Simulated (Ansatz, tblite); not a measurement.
**Sn(CF3)4 (C₄F₁₂Sn): a ladder of methods and basis sets**

One table from this session's results is given with a row withheld; the runs are named, their logs left out.

Program: Ansatz 0.2.0, Gaussian basis. Level of theory: as each input shows. These are calculated values, not measurements.

Levels to be run: GFN1-xTB, GFN2-xTB, PBE-D4/def2-TZVP, r2SCAN-D4/def2-TZVP, PBE-D4/def2-SVP, PBE0-D4/def2-SVP, MP2/def2-SVP, RPA/def2-SVP.

6 further runs of the same task are left out: 4 that didn't finish, 2 set aside as unsound or not needed. Runs told in other sessions of the task aren't counted.

## The relaxed structure

The singlet was relaxed beforehand with r2SCAN-D4/def2-SVP.

17 atoms, charge 0, spin multiplicity 1.

Bond lengths: Sn1–C2 2.206 Å, Sn1–C6 2.206 Å, Sn1–C10 2.206 Å, Sn1–C14 2.206 Å, C2–F3 1.343 Å, C2–F4 1.342 Å, C2–F5 1.342 Å, C6–F7 1.342 Å, C6–F8 1.342 Å, C6–F9 1.342 Å, C10–F11 1.342 Å, C10–F12 1.342 Å, C10–F13 1.342 Å, C14–F15 1.342 Å, C14–F16 1.342 Å, C14–F17 1.342 Å. Angles: C2–Sn1–C6 109.6°, C2–Sn1–C10 109.3°, C2–Sn1–C14 109.5°, C6–Sn1–C10 109.6°, C6–Sn1–C14 109.3°, C10–Sn1–C14 109.6°, Sn1–C2–F3 111.0°, Sn1–C2–F4 111.0°, Sn1–C2–F5 111.1°, F3–C2–F4 107.9°, F3–C2–F5 107.9°, F4–C2–F5 107.9°, Sn1–C6–F7 111.1°, Sn1–C6–F8 111.0°, Sn1–C6–F9 111.0°, F7–C6–F8 107.9°, F7–C6–F9 107.9°, F8–C6–F9 107.9° and more.

Sn takes a core potential in the def2 sets. No spin-orbit coupling is included.

PBE0-D4/def2-TZVP was run before; its log isn't repeated, and its numbers join the tables.

The first run:

Tight binding, by tblite at 300 K electronic temperature and without a spin-polarisation term:

```python
tblite.interface.Calculator('GFN1-xTB', numbers, positions, charge=0, uhf=0).singlepoint()
```

Tight binding, by tblite at 300 K electronic temperature and without a spin-polarisation term:

```python
tblite.interface.Calculator('GFN2-xTB', numbers, positions, charge=0, uhf=0).singlepoint()
```

start.molden holds the orbitals of an earlier run on this state, given as this run's starting guess.

Contents of in.yaml:

```yaml
crystal:
  periodic: [false, false, false]
  atoms:
    - {symbol: Sn, position_ang: [0.000409, 0.000777, -0.000612]}
    - {symbol: C, position_ang: [-0.011157, -0.005407, 2.205642]}
    - {symbol: F, position_ang: [-1.253605, -0.190747, 2.679276]}
    - {symbol: F, position_ang: [0.446001, 1.158542, 2.693379]}
    - {symbol: F, position_ang: [0.764699, -0.988091, 2.689417]}
    - {symbol: C, position_ang: [2.082777, 0.010345, -0.729397]}
    - {symbol: F, position_ang: [2.791142, 0.993759, -0.153064]}
    - {symbol: F, position_ang: [2.127375, 0.195224, -2.058013]}
    - {symbol: F, position_ang: [2.693818, -1.152676, -0.455008]}
    - {symbol: C, position_ang: [-1.045904, 1.800598, -0.731005]}
    - {symbol: F, position_ang: [-2.256524, 1.916770, -0.163170]}
    - {symbol: F, position_ang: [-1.217703, 1.752303, -2.061227]}
    - {symbol: F, position_ang: [-0.349193, 2.911918, -0.446029]}
    - {symbol: C, position_ang: [-1.025353, -1.804869, -0.745805]}
    - {symbol: F, position_ang: [-0.524480, -2.912091, -0.175385]}
    - {symbol: F, position_ang: [-0.883324, -1.926278, -2.074832]}
    - {symbol: F, position_ang: [-2.338979, -1.760096, -0.474156]}
basis:
  gaussian: {orbitals: def2-TZVP, initial_orbitals: start.molden}
hamiltonian: {xc: pbe, dispersion: d4}
scf: {omitted_lower_state_checks: [starts]}
output: {orbitals: {seedname: orbitals}}
```

The run is started by

```
$ ansatz run in.yaml --threads 4 --pin off --events-out ev --progress --plain --max-ram 6963MiB
```

Among the steps run: PBE-D4/def2-TZVP; r2SCAN-D4/def2-TZVP; PBE-D4/def2-SVP; PBE0-D4/def2-SVP; MP2/def2-SVP; RPA/def2-SVP.

One of the session's tables, all rows but one given; the rest of the session is left out.

It belongs to the step «Binding energy». 

```
              level  binding an atom (eV)
        HF/def2-SVP                 2.588
    PBE-D4/def2-SVP                 4.481
   PBE-D4/def2-TZVP                 4.327
r2SCAN-D4/def2-TZVP                 4.108
   PBE0-D4/def2-SVP                 4.199
  PBE0-D4/def2-TZVP                 4.087
       RPA/def2-SVP                 3.415
       MP2/def2-SVP                     ?
```

**Question.** Estimate the row for MP2/def2-SVP.

As computed: binding an atom (eV): 4.034. In the column «binding an atom (eV)» it lies between RPA/def2-SVP (3.415) and PBE0-D4/def2-TZVP (4.087).

Caveats from the session: Free atoms were run apart at each level; binding is atoms less cluster, divided by the number of atoms, without zero-point or spin-orbit terms.
